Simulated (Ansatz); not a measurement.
# Li2Ta: the cost of one run

Computed with Ansatz 0.2.0 (DFT PBE, scalar-relativistic, plane waves, PAW, unless a step's input says otherwise).

### 1 Starting point

The structure is tetragonal, space group P4_2/mnm (No. 136). Conventional cell: a = 5.131 Å, b = 5.131 Å, c = 3.305 Å, α = 90.00°, β = 90.00°, γ = 90.00°. Li (site symmetry m2m) has 3 Ta at 2.17 to 2.22 Å as nearest neighbours. Ta (site symmetry mmm) is surrounded by 6 Li at 2.17 to 2.22 Å.

As a file:

```xyz
6
Lattice="5.1306 0.0000 0.0000 0.0000 5.1306 0.0000 0.0000 0.0000 3.3046" Properties=species:S:1:pos:R:3 pbc="T T T"
Li    1.5700    1.5700    0.0000
Li    0.9953    4.1352    1.6523
Li    3.5606    3.5606    0.0000
Li    4.1352    0.9953    1.6523
Ta    0.0000    0.0000    0.0000
Ta    2.5653    2.5653    1.6523
```

This is candidate A: rutile type (P4_2/mnm, No. 136).

(A quick probe on a coarse mesh, which set the mesh and smearing, is not shown.)

### 3 Rough relaxation on the coarse mesh (candidate A)

The input, input.yaml:

```yaml
crystal:
  lattice:
    - [5.1305777166, 0.0, 0.0]
    - [0.0, 5.1305777166, 0.0]
    - [0.0, 0.0, 3.3046102445]
  atoms:
    - { symbol: Li, position: [0.306, 0.306, 0.0] }
    - { symbol: Li, position: [0.194, 0.806, 0.5] }
    - { symbol: Li, position: [0.694, 0.694, 0.0] }
    - { symbol: Li, position: [0.806, 0.194, 0.5] }
    - { symbol: Ta, position: [0.0, 0.0, 0.0] }
    - { symbol: Ta, position: [0.5, 0.5, 0.5] }
basis:
  ecutwfc: 420
kpoints:
  mp_grid: { grid: [4, 4, 6] }
hamiltonian:
  xc: pbe
scf:
  occupations: { method: gaussian, width: 0.1 }
  lower_state_search: "off"
output:
  forces: true
  stress: true
  eigenvalues: true
relax:
  adjacent_minimum: "off"
  f_tol: 0.04
  max_steps: 70
  cell: { stress_tol: 0.4 }
```

Launch:

```bash
ansatz run input.yaml --threads 1 --pin off --max-ram 2560MiB --backend cpu --events-out ev --progress --plain --runs-dir out
```

**Question.** How long does this run take on 1 thread of Arm Neoverse V2, shared host, and how much memory does it need?

About 60 s, with a peak of 0.41 GiB.
